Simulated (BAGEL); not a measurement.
# CH3Cl3Si (methyltrichlorosilane), step by step

We compute the energy (HF/6-31G*), then the energy (NEVPT2(2,2)/6-31G*) of CH3Cl3Si (methyltrichlorosilane). 

The results are computed with BAGEL 1.2.2.

2 further runs of the same task are left out: 2 set aside as unsound or not needed.

**1. Starting point**

The species is CH3Cl3Si (8 atoms), meant as a singlet with charge 0. As SMILES, `C[Si](Cl)(Cl)Cl`. The C1–H8 distance was set to 3.057 Å, away from the relaxed value. At this shape a bond of the SMILES string is far longer than usual.

Bond lengths: C1–Si2 1.841 Å, Si2–Cl3 2.039 Å, Si2–Cl4 2.039 Å, Si2–Cl5 2.039 Å, C1–H6 1.092 Å, C1–H7 1.092 Å. Angles: C1–Si2–Cl3 110.7°, C1–Si2–Cl4 110.7°, C1–Si2–Cl5 110.6°, Cl3–Si2–Cl4 108.3°, Cl3–Si2–Cl5 108.3°, Cl4–Si2–Cl5 108.3°, Si2–C1–H6 110.0°, Si2–C1–H7 110.0°, H6–C1–H7 109.0°.

**2. A single-point energy at HF/6-31G(d) (density fitting with svp-jkfit, spherical functions) (run 1)**

The input, hf.json:

```json
{ "bagel" : [

{
  "title" : "molecule",
  "basis" : "6-31gs.json",
  "df_basis" : "svp-jkfit",
  "angstrom" : "false",
  "geometry" : [
    { "atom" : "C", "xyz" : [     1.86654296,    -2.07534825,     2.23296086 ] },
    { "atom" : "Si", "xyz" : [     4.31902953,    -1.17300403,    -0.06267844 ] },
    { "atom" : "Cl", "xyz" : [     7.70447388,    -2.75640555,     0.87292497 ] },
    { "atom" : "Cl", "xyz" : [     3.36849729,    -2.35861820,    -3.60308033 ] },
    { "atom" : "Cl", "xyz" : [     4.75801291,     2.65388035,    -0.14790508 ] },
    { "atom" : "H", "xyz" : [     1.64809062,    -4.12683493,     2.26073983 ] },
    { "atom" : "H", "xyz" : [     2.39680012,    -1.43151856,     4.12023034 ] },
    { "atom" : "H", "xyz" : [    -3.17965318,     0.33108002,     0.77629949 ] }
  ]
},

{
  "title" : "hf"
},

{
  "title" : "print",
  "file" : "orbitals.molden",
  "orbitals" : "true"
}

]}
```

The basis set 6-31G* is read from a file made from the Basis Set Exchange's data (not shown).

On the command line:

```sh
$ BAGEL_NUM_THREADS=1 BAGEL hf.json > hf.out
```

Output:

```text
* using 1 threads per process

  ===============================================================
  ===============================================================

  *** Geometry ***

  { "atom" : "C", "xyz" : [      1.866543,     -2.075348,      2.232961 ] },
  { "atom" : "Si", "xyz" : [      4.319030,     -1.173004,     -0.062678 ] },
  { "atom" : "Cl", "xyz" : [      7.704474,     -2.756406,      0.872925 ] },
  { "atom" : "Cl", "xyz" : [      3.368497,     -2.358618,     -3.603080 ] },
  { "atom" : "Cl", "xyz" : [      4.758013,      2.653880,     -0.147905 ] },
  { "atom" : "H", "xyz" : [      1.648091,     -4.126835,      2.260740 ] },
  { "atom" : "H", "xyz" : [      2.396800,     -1.431519,      4.120230 ] },
  { "atom" : "H", "xyz" : [     -3.179653,      0.331080,      0.776299 ] },

  Number of auxiliary basis functions:      641

  Since a DF basis is specified, we compute 2- and 3-index integrals:
    o Being stored without compression. Storage requirement is 0.043 GB

  Number of basis functions:       92
  Number of electrons      :       74

    * METHOD: MOLECULE                             0.52

  *** RHF ***

  === Nuclear Repulsion ===
   434.9871702204

      * DIIS with orbital gradients will be used.

  === RHF iteration (6-31gs.json) ===
      0      -1706.64067335          0.01205818           0.23
      1      -1706.69838022          0.01274868           0.22
      2      -1706.85259316          0.00240670           0.22
      3      -1706.85889758          0.00139382           0.22
      4      -1706.86105352          0.00018479           0.22
      5      -1706.86112864          0.00006175           0.22
      6      -1706.86113807          0.00001868           0.22
      7      -1706.86113894          0.00000542           0.22
      8      -1706.86113901          0.00000247           0.22
      9      -1706.86113902          0.00000118           0.22
     10      -1706.86113903          0.00000036           0.22
     11      -1706.86113903          0.00000021           0.22
     12      -1706.86113903          0.00000004           0.22
     13      -1706.86113903          0.00000002           0.22
     14      -1706.86113903          0.00000000           0.23
    * SCF iteration converged.

    * Permanent dipole moment:
           (    0.077726,     0.539278,    -0.812619) a.u.

    * METHOD: HF                                   3.71

    * METHOD: PRINT                                0.02

  ===============================================================
```

Run time: 4.5 s. Hardware: 1 thread of Arm Neoverse V1, shared host; peak memory 0.18 GiB.

**3. A single-point energy at NEVPT2(2,2)/6-31G(d) (density fitting with svp-jkfit, spherical functions) (run 2)**

The input, input.json:

```json
{ "bagel" : [

{
  "title" : "molecule",
  "basis" : "6-31gs.json",
  "df_basis" : "svp-jkfit",
  "geometry" : [
    { "atom" : "C", "xyz" : [     1.86654296,    -2.07534825,     2.23296086 ] },
    { "atom" : "Si", "xyz" : [     4.31902953,    -1.17300403,    -0.06267844 ] },
    { "atom" : "Cl", "xyz" : [     7.70447388,    -2.75640555,     0.87292497 ] },
    { "atom" : "Cl", "xyz" : [     3.36849729,    -2.35861820,    -3.60308033 ] },
    { "atom" : "Cl", "xyz" : [     4.75801291,     2.65388035,    -0.14790508 ] },
    { "atom" : "H", "xyz" : [     1.64809062,    -4.12683493,     2.26073983 ] },
    { "atom" : "H", "xyz" : [     2.39680012,    -1.43151856,     4.12023034 ] },
    { "atom" : "H", "xyz" : [    -3.17965318,     0.33108002,     0.77629949 ] }
  ]
},

{ "title" : "hf", "charge" : 0 },

{ "title" : "casscf", "nstate" : 1, "nact" : 2, "nclosed" : 36, "charge" : 0, "active" : [37, 38], "maxiter" : 200, "natocc" : "true" },

{
  "title" : "nevpt2",
  "nstate" : 1,
  "nact" : 2,
  "nclosed" : 36,
  "charge" : 0,
  "active" : [37, 38],
  "maxiter" : 200,
  "natocc" : "true",
  "ncore" : 21
},

{ "title" : "print", "file" : "orbitals.molden", "orbitals" : "true" }

]}
```

The basis set 6-31G* is read from a file made from the Basis Set Exchange's data (not shown).

On the command line:

```sh
$ BAGEL_NUM_THREADS=1 BAGEL input.json > input.out
```

Output:

```text
* using 1 threads per process

  ===============================================================
  ===============================================================

  *** Geometry ***

  { "atom" : "C", "xyz" : [      1.866543,     -2.075348,      2.232961 ] },
  { "atom" : "Si", "xyz" : [      4.319030,     -1.173004,     -0.062678 ] },
  { "atom" : "Cl", "xyz" : [      7.704474,     -2.756406,      0.872925 ] },
  { "atom" : "Cl", "xyz" : [      3.368497,     -2.358618,     -3.603080 ] },
  { "atom" : "Cl", "xyz" : [      4.758013,      2.653880,     -0.147905 ] },
  { "atom" : "H", "xyz" : [      1.648091,     -4.126835,      2.260740 ] },
  { "atom" : "H", "xyz" : [      2.396800,     -1.431519,      4.120230 ] },
  { "atom" : "H", "xyz" : [     -3.179653,      0.331080,      0.776299 ] },

  Number of auxiliary basis functions:      641

  Since a DF basis is specified, we compute 2- and 3-index integrals:
    o Being stored without compression. Storage requirement is 0.043 GB

  Number of basis functions:       92
  Number of electrons      :       74

    * METHOD: MOLECULE                             0.52

  *** RHF ***

  === Nuclear Repulsion ===
   434.9871702204

      * DIIS with orbital gradients will be used.

  === RHF iteration (6-31gs.json) ===
      0      -1706.64067335          0.01205818           0.23
      1      -1706.69838022          0.01274868           0.22
      2      -1706.85259316          0.00240670           0.22
      3      -1706.85889758          0.00139382           0.22
      4      -1706.86105352          0.00018479           0.22
      5      -1706.86112864          0.00006175           0.22
      6      -1706.86113807          0.00001868           0.22
      7      -1706.86113894          0.00000542           0.22
      8      -1706.86113901          0.00000247           0.22
      9      -1706.86113902          0.00000118           0.22
     10      -1706.86113903          0.00000036           0.22
     11      -1706.86113903          0.00000021           0.22
     12      -1706.86113903          0.00000004           0.22
     13      -1706.86113903          0.00000002           0.22
     14      -1706.86113903          0.00000000           0.22
    * SCF iteration converged.

    * Permanent dipole moment:
           (    0.077726,     0.539278,    -0.812619) a.u.

    * METHOD: HF                                   3.70

  ---------------------------
      CASSCF calculation
  ---------------------------

    ==== Active orbitals : =====
         Orbital 37
         Orbital 38
    ============================

    * nstate   :      1
    * nclosed  :     36
    * nact     :      2
    * nvirt    :     54
  === CASSCF iteration (6-31gs.json) ===

    * Using the second-order algorithm

      0  0     -1706.97662929     5.02e-03      0.05

      1  0     -1706.99889118     4.42e-04      1.08

      2  0     -1706.99902889     5.56e-05      1.05

      3  0     -1706.99903032     8.18e-06      1.04

      4  0     -1706.99903035     1.22e-06      1.07

      5  0     -1706.99903035     1.83e-07      1.03

      6  0     -1706.99903035     2.76e-08      0.98

      7  0     -1706.99903035     4.18e-09      0.83

    * Second-order optimization converged. *

     guess   0:   closed 1.                   open ..

  === FCI iteration ===

      0  0     -1706.84422593     1.01e-01      0.00
      1  0     -1706.99902996     2.01e-04      0.00
      2  0 *   -1706.99903035     2.48e-16      0.00

     * ci vector, state   0, <S^2> = 0.0000
       2.     0.7929604038
       .2    -0.6092731719

    * METHOD: CASSCF                               7.63

    * freezing 21 orbitals

  === DF-NEVPT2 calculation ===

    * 3-index integral transformation done
    * assembly done

      NEVPT2 correlation energy:   -0.5630352392      0.21

          (+0)     -0.5218685164
          (+0)'    -0.0062430882
          (+1)     -0.0067605437
          (+1)'    -0.0000000000
          (+2)     -0.0000442848
          (-1)     -0.0280495769
          (-1)'     0.0000000000
          (-2)     -0.0000692291

      NEVPT2 total energy:       -1707.5620655923

    * METHOD: NEVPT2                               0.56

    * METHOD: PRINT                                0.02

  ===============================================================
```

Run time: 13 s. Hardware: 1 thread of Arm Neoverse V1, shared host; peak memory 0.2 GiB.

**4. Summary of results**

| quantity | value |
| --- | --- |
| run 1, HF/6-31G*: total energy | -1706.86114 Eh |
| run 1, HF/6-31G*: dipole moment | 2.49 D |
| run 1, HF/6-31G*: HOMO energy | -8.61 eV |
| run 1, HF/6-31G*: LUMO energy | -2.19 eV |
| run 1, HF/6-31G*: HOMO–LUMO gap | 6.43 eV |
| run 2, NEVPT2(2,2)/6-31G*: total energy | -1707.56207 Eh |

**Reading.** One bond (run 1, HF/6-31G*) is far stretched, which a spin-restricted single reference describes badly; a broken-symmetry solution may lie lower.
